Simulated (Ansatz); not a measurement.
**CF3GeNO: small, medium and large basis sets**

An exercise on one series of results from a longer session: the logs are not shown, and one member is left open.

Method: one geometry, several basis sets; program: Ansatz 0.2.0, Gaussian basis.

The runs, in order: PBE0-D4/def2-SVP; ωB97M-V/def2-SVP; PBE0-D4/def2-QZVPP; ωB97M-V/def2-QZVPP; the functionals' def2-TZVPP values are taken from earlier runs.

## The geometry

An earlier PBE0-D4 in a triple-zeta def2 set relaxation fixed the geometry.

SMILES `O=C=[N][Ge]([F])([F])[F]`, 7 atoms, charge 0, spin multiplicity 1.

Atoms are counted from 1 here; the program's logs count them from 0.

Bond lengths: O1–C2 1.156 Å, C2–N3 1.208 Å, N3–Ge4 1.776 Å, Ge4–F5 1.694 Å, Ge4–F6 1.699 Å, Ge4–F7 1.699 Å. Angles: O1–C2–N3 175.5°, C2–N3–Ge4 137.4°, N3–Ge4–F5 109.1°, N3–Ge4–F6 111.9°, N3–Ge4–F7 111.9°, F5–Ge4–F6 108.1°, F5–Ge4–F7 108.1°, F6–Ge4–F7 107.6°.

Set-up of the first run:

Input file in.yaml:

```yaml
crystal:
  periodic: [false, false, false]
  atoms:
    - {symbol: O, position_ang: [1.205791, -2.164475, 1.607571]}
    - {symbol: C, position_ang: [0.998153, -1.214155, 0.983880]}
    - {symbol: N, position_ang: [0.871529, -0.197573, 0.342986]}
    - {symbol: Ge, position_ang: [-0.427798, 0.651302, -0.520731]}
    - {symbol: F, position_ang: [0.195473, 2.072923, -1.198696]}
    - {symbol: F, position_ang: [-1.705627, 1.076524, 0.515725]}
    - {symbol: F, position_ang: [-1.076423, -0.292446, -1.776336]}
basis:
  gaussian: {orbitals: def2-SVP}
hamiltonian: {xc: pbe0, dispersion: d4}
output: {orbitals: {seedname: orbitals}}
```

On the command line:

```
$ ansatz run in.yaml --threads 4 --pin off --events-out ev --progress --plain --max-ram 10444MiB
```

Steps of the session up to this table: PBE0-D4 in def2-SVP; ωB97M-V in def2-SVP; PBE0-D4 in def2-QZVPP; ωB97M-V in def2-QZVPP.

One table of the session follows, with a row left open; its other results are not shown here.

It belongs to the step «Density functionals: the series». 

| functional | basis | HOMO (eV) |
| --- | --- | --- |
| PBE0-D4 | def2-SVP | -9.92 |
| PBE0-D4 | def2-TZVPP | ? |
| PBE0-D4 | def2-QZVPP | -10.01 |
| ωB97M-V | def2-SVP | -12.15 |
| ωB97M-V | def2-TZVPP | -12.24 |
| ωB97M-V | def2-QZVPP | -12.28 |

**Question.** Estimate the row for PBE0-D4, def2-TZVPP.

As computed: HOMO (eV): -9.98. In the column «HOMO (eV)» it lies between PBE0-D4, def2-QZVPP (-10.01) and PBE0-D4, def2-SVP (-9.92).
